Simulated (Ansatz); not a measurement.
# TiAl: how the settings move a relaxation

Aim: see which settings change the result for TiAl, by how much, and at what cost.

Method: reference: DFT, r2SCAN, PAW with Ansatz's default frozen-core files, scalar-relativistic; relaxation of cell and atoms, in Ansatz 0.2.0.

## Step 1: The structure to begin with

It takes space group P4/mmm (No. 123, tetragonal). The conventional cell has a = 2.837 Å, b = 2.837 Å, c = 4.059 Å, α = 90.00°, β = 90.00°, γ = 90.00°. Ti (site symmetry 4/mmm) is surrounded by 4 Ti at 2.84 Å and 8 Al at 2.85 Å. Al (site symmetry 4/mmm) has 4 Al at 2.84 Å and 8 Ti at 2.85 Å as nearest neighbours.

Coordinates:

```
CELL_PARAMETERS angstrom
2.83730 0.00000 0.00000
0.00000 2.83730 0.00000
0.00000 0.00000 4.05910
ATOMIC_POSITIONS crystal
Ti 0.00000 0.00000 0.00000
Al 0.50000 0.50000 0.50000
```

## Step 2: Baseline

File input.yaml:

```yaml
crystal:
  lattice:
    - [2.8373, 0.0, 0.0]
    - [0.0, 2.8373, 0.0]
    - [0.0, 0.0, 4.0591]
  atoms:
    - { symbol: Ti, position: [0.0, 0.0, 0.0] }
    - { symbol: Al, position: [0.5, 0.5, 0.5] }
kpoints:
  mp_grid: { grid: [16, 16, 12] }
scf:
  occupations: { method: fermi_dirac, width: 0.08 }
hamiltonian:
  xc: r2scan
  pseudopotentials: { kind: paw }
relax:
  f_tol: 0.002
  max_steps: 80
  cell: {}
output:
  forces: true
  stress: true
```

On the command line:

```bash
$ ansatz run input.yaml --threads 1 --pin off --max-ram 2560MiB --backend cpu --events-out ev --progress --plain --runs-dir out
```

## Step 3: Changing settings: mp_grid.shift [0.5, 0.5, 0.5], xc_grid 1

input.yaml: that of step 2 with these lines changed.

```diff
@@ -9,3 +9,3 @@
 kpoints:
-  mp_grid: { grid: [16, 16, 12] }
+  mp_grid: { grid: [16, 16, 12], shift: [0.5, 0.5, 0.5] }
 scf:
@@ -22 +22,3 @@
   stress: true
+basis:
+  xc_grid: 1
```

Before running it: what results should come out? Wanted: for each run, ending; energy change; pressure; gap; force.

**Answer**, as computed:

| run | ending | energy change | pressure (GPa) | gap (eV) | force (eV/Å) | cycles | time |
| --- | --- | --- | --- | --- | --- | --- | --- |
| reference | converged | 0 | 0.0 | 0.00 | 0.00 | 30 | 75 s |
| 1: mp_grid.shift [0.5, 0.5, 0.5], xc_grid 1 | converged | +0.6 meV/atom | 0.0 | 0.00 | 0.00 | 29 | 49 s |

**Reading.** Changing the k-point mesh and numerical grids moves the energy by +0.6 meV/atom. Cost: 29 SCF cycles against 30, 49 s against 75 s.
